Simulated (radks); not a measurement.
**F⁺ in [He] 2s2 2p3.5 3p0.5: an all-electron calculation**

An exercise on one series of results from a longer session: the logs are not shown, and one member is left open.

Method: scalar-relativistic Kohn-Sham, PW91, spin-polarised, spherical densities, finite nucleus; open shells are filled with parallel spins first. Code: radks (a radial shooting solver on a logarithmic mesh, Libxc functionals) version 1.

## The system

| Item | Value |
| --- | --- |
| element | fluorine (Z = 9) |
| charge | +1 |
| electrons | 8 |
| configuration | [He] 2s2 2p3.5 3p0.5 |
| nuclear rms radius | 2.8976 fm |

Set-up of the first run:

Settings of this run:

```text
Z 9
configuration [He] 2s2 2p3.5 3p0.5
relativity scalar-relativistic
functional pw91,pw91
spin polarised
nucleus finite rms 2.8976 fm
c 137.035999084
```

One table of the session follows, with a row left open; its other results are not shown here.

It belongs to the step «Orbitals and density». Sizes of the orbitals, from the radial functions (bohr):

| level | <r> | outermost maximum (interpolated) | 90 % within |
| --- | --- | --- | --- |
| 1s up | 0.1765 | 0.114 | 0.316 |
| 1s down | 0.1760 | 0.114 | 0.315 |
| 2s up | 0.9328 | 0.741 | 1.47 |
| 2s down | 0.9562 | 0.751 | 1.52 |
| 2p up | ? | ? | ? |
| 2p down | 0.9699 | 0.678 | 1.66 |
| 3p up | 4.175 | 3.62 | 6.32 |

Estimate the missing values for 2p up.

As computed: <r>: 0.9232; outermost maximum (interpolated): 0.660; 90 % within: 1.56. In the column «<r>» it lies between 1s up (0.1765) and 2s up (0.9328).
